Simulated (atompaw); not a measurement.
# Pseudopotential generation for silicon: PAW (atompaw), LDA (PW92)

Task: generate the file, and judge it by its logarithmic derivatives, its ghosts and its cutoff.

Method: atompaw 4.2.0.5, LDA (PW92), scalar-relativistic.

## Step 1: The atom and the settings

Typed settings, in words:

```
element                 : silicon (Si, Z = 14)
type                    : PAW
frozen core             : [Ne]
valence charge          : 4
reference configuration : 3s2 3p2
partial waves           : 3s (bound): rc 1.45 bohr; 3s channel at -0.5 Ry: rc 1.45 bohr; 3p (bound): rc 2.05 bohr; 3p channel at 0.15 Ry: rc 2.05 bohr
local potential         : vpsmatchnc scheme with l = 2 at 0 Ry, radius 1.45 bohr
core correction         : smooth core density matched at 1.95 bohr
augmentation charge     : sinc compensation charge, radius 1.50 bohr; PAW radius 2.05 bohr; waves and projectors: custom polynom vanderbiltortho
```

The outer shells as boxes (Hund's rule for the drawing; the calculation is spin-unpolarised):

```
[Ne] core
3s [↑↓]
3p [↑ ][↑ ][  ]
```

The nodes and maxima of the atom's own shells, from an earlier all-electron run, set the scale for the radii.

All-electron outer shells of the reference configuration (LDA (PW92), scalar-relativistic, ld1.x):

| shell | level (eV) | outermost node (bohr) | outermost maximum (bohr) |
| --- | --- | --- | --- |
| 2s | -138.74 | 0.15 | 0.45 |
| 2p | -95.61 | – | 0.39 |
| 3s | -10.88 | 0.72 | 1.77 |
| 3p | -4.16 | 0.72 | 2.14 |

## Step 2: Generation

File Si.input:

```
Si 14
LDA-PW scalarrelativistic loggrid 1500 logderivrange -3 5 201
3 3 0 0 0 0
3 1 2
0 0 0
c
c
v
c
v
1
2.05 1.50 1.45 1.95
y
-0.5
n
y
0.15
n
custom polynom vanderbiltortho sinc
2 0 vpsmatchnc
1.45
1.45
2.05
2.05
PWSCFOUT
UPFDX 0.0125d0 UPFXMIN -7.d0 UPFZMESH 14.d0
END
```

Command:

```
$ atompaw < Si.input > Si.log
```

What does the calculation give? Wanted: cutoffs for 10 and 1 mRy, occupied levels; bound ghosts; largest phase difference near zero energy, channels read; lowest eigenvalue of the overlap; share of valence orbitals outside the PAW sphere; UPF file.

**Answer**, as computed:

| quantity | value |
| --- | --- |
| cutoffs for 10 and 1 mRy, occupied levels | 21 Ry and 30 Ry |
| bound ghosts | s at -144.84 eV |
| largest phase difference near zero energy, channels read | 0.000 rad |
| lowest eigenvalue of the overlap (Bessel basis) | 0.533 (s) |
| share of valence orbitals outside the PAW sphere | 3s 49 %, 3p 70 % |
| UPF file | written |

In words: A bound ghost (s) makes it unfit for use: electrons would fall into a state below the valence levels of that channel. Close by lies the frozen 2s level (-138.7 eV), so the scattering curves can still match there. The potential is soft: the looser tolerance needs 21 Ry. The slowest level is 3s: taken alone it needs 25 Ry to come within 1 mRy, against 8 Ry for 3p. Near zero energy the phases of the channels with partial waves agree within 0.001 rad.
